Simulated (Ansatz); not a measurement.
# C3H4B radical: basis-set convergence

One table from this session's results is given with a row withheld; the runs are named, their logs left out.

Method: one geometry, several basis sets; program: Ansatz 0.2.0, Gaussian basis.

The runs, in order: PBE0-D4/def2-SVP; ωB97M-V/def2-SVP; PBE0-D4/def2-QZVPP; ωB97M-V/def2-QZVPP; CCSD(T)/cc-pV(D+d)Z; CCSD(T)/cc-pV(T+d)Z; CCSD(T)/cc-pV(Q+d)Z; the functionals' def2-TZVPP values are taken from earlier runs.

## The geometry

The geometry comes from an earlier relaxation with PBE0-D4 in a triple-zeta def2 set; it is a stationary point, not always the lowest conformer.

SMILES `C#C[B]C`, 8 atoms, charge 0, spin multiplicity 2.

Atoms are counted from 1 here; the program's logs count them from 0.

Bond lengths: C1–C2 1.221 Å, C1–H5 1.065 Å, C2–B3 1.456 Å, B3–C4 1.534 Å, C4–H6 1.096 Å, C4–H7 1.100 Å, C4–H8 1.091 Å. Angles: C2–C1–H5 179.3°, C1–C2–B3 174.5°, C2–B3–C4 140.8°, B3–C4–H6 112.4°, B3–C4–H7 106.3°, B3–C4–H8 114.9°, H6–C4–H7 106.2°, H6–C4–H8 109.4°, H7–C4–H8 107.1°.

The first run:

in.yaml

```yaml
crystal:
  periodic: [false, false, false]
  atoms:
    - {symbol: C, position_ang: [1.641467, 1.600514, 0.949528]}
    - {symbol: C, position_ang: [1.009118, 0.698348, 0.424031]}
    - {symbol: B, position_ang: [0.378459, -0.436548, -0.233956]}
    - {symbol: C, position_ang: [-1.009667, -0.997973, -0.565275]}
    - {symbol: H, position_ang: [2.205119, 2.381947, 1.404269]}
    - {symbol: H, position_ang: [-1.724687, -0.851791, 0.252178]}
    - {symbol: H, position_ang: [-1.387072, -0.407223, -1.412790]}
    - {symbol: H, position_ang: [-1.020535, -2.044273, -0.873883]}
basis:
  gaussian: {orbitals: def2-SVP}
magnetization: {spin_polarized: true, initial_magnetization: 1}
hamiltonian: {xc: pbe0, dispersion: d4}
output: {orbitals: {seedname: orbitals}}
```

Run with:

```sh
$ ansatz run in.yaml --threads 2 --pin off --events-out ev --progress --plain --max-ram 32768MiB --backend cpu
```

Among the steps run: PBE0-D4 in def2-SVP; ωB97M-V in def2-SVP; PBE0-D4 in def2-QZVPP; ωB97M-V in def2-QZVPP.

One of the session's tables, all rows but one given; the rest of the session is left out.

It belongs to the step «Functionals by basis». 

```
functional       basis  HOMO (eV)  LUMO (eV)
   PBE0-D4    def2-SVP      -4.98      -2.02
   PBE0-D4  def2-TZVPP      -5.06      -2.10
   PBE0-D4  def2-QZVPP      -5.07      -2.12
   ωB97M-V    def2-SVP          ?          ?
   ωB97M-V  def2-TZVPP      -6.83      -0.02
   ωB97M-V  def2-QZVPP      -6.84      -0.06
```

Estimate the missing values for ωB97M-V, def2-SVP.

As computed: HOMO (eV): -6.72; LUMO (eV): 0.11. In the column «HOMO (eV)» it lies between ωB97M-V, def2-TZVPP (-6.83) and PBE0-D4, def2-QZVPP (-5.07).
